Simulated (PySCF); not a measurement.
# A gas-phase reaction: FGeH5Si + Cl2 → ClFGeH4Si + ClH

What reaction energy should one expect for `F[SiH2][GeH3]` + `ClCl` → `F[SiH](Cl)[GeH3]` + `Cl`?

Computed with PySCF 2.14.0; each step states its level. No surroundings beyond the atoms listed, unless a continuum is named. Atoms count from 0, parts from 1.

### Step 1. Starting point

Each species was relaxed by itself at PBE0-D3(BJ)/def2-SVPD.

### Step 2. Reaction energy: wB97M-D3(BJ)/def2-TZVPD

Job settings and geometry (Å):

```
{"job": {"kind": "react", "xc": "wB97M-D3(BJ)", "basis": "def2-TZVPD"}, "charge": 0, "multiplicity": 1}
-1 FGeH5Si charge 0 multiplicity 1
F      2.188680    -0.649500    -0.099600
Si     0.977660     0.427090    -0.400800
Ge    -1.062910    -0.489780     0.410790
H      0.946670     0.651860    -1.874950
H      1.336620     1.698840     0.291120
H     -2.205490     0.508940     0.155460
H     -0.968830    -0.756530     1.921110
H     -1.386370    -1.805580    -0.313900

-1 Cl2 charge 0 multiplicity 1
Cl     1.014630    -0.006000     0.009530
Cl    -1.014700     0.008310    -0.007390

+1 ClFGeH4Si charge 0 multiplicity 1
F      1.087780     0.537150     1.984080
Si    -0.025030    -0.386280     1.217610
Cl    -1.885390     0.153060     1.954230
Ge     0.075530     0.067820    -1.112450
H      0.225500    -1.790700     1.635010
H      1.433730    -0.391570    -1.664560
H     -0.097950     1.575370    -1.335830
H     -1.051360    -0.700280    -1.817910

+1 ClH charge 0 multiplicity 1
Cl     0.644660    -0.005330     0.007070
H     -0.643430     0.006500    -0.006930
```

Level: wB97M-D3(BJ)/def2-TZVPD reaction energy of separated species, gas phase.

Started as:

```console
$ OMP_NUM_THREADS=1 python cluster_run.py task.json out
```

One launch serves the whole session: the jobs run in the order shown.

**Question.** The jobs that follow are: PBE0-D3(BJ)/def2-TZVPD reaction energy of separated species, gas phase. Predict: reaction energy (wB97M-D3(BJ)/def2-TZVPD); ΔH, ΔG at 298 K (xTB thermal terms). Thermal terms come from harmonic xTB runs on each species.

The runs gave:

```
                                                quantity                      value
               reaction energy (wB97M-D3(BJ)/def2-TZVPD)            -66.24 kcal/mol
                     ΔH, ΔG at 298 K (xTB thermal terms)      -66.5, -66.2 kcal/mol
range of the reaction energy over the runs of this table  -66.24 to -65.92 kcal/mol
```

The reaction is exothermic by 66.5 kcal/mol in the gas phase; dispersion gives -0.49, and xTB itself gave -36.97 for the electronic energy (xTB energies and thermal terms come from the earlier relaxation of each species, not shown). No barrier was sought. xTB and this level differ widely in the electronic energy, so what comes from xTB (the thermal terms above all) is less safe here. The reaction energy runs from -66.24 (wB97M-D3(BJ)/def2-TZVPD) to -65.92 kcal/mol (PBE0-D3(BJ)/def2-TZVPD).
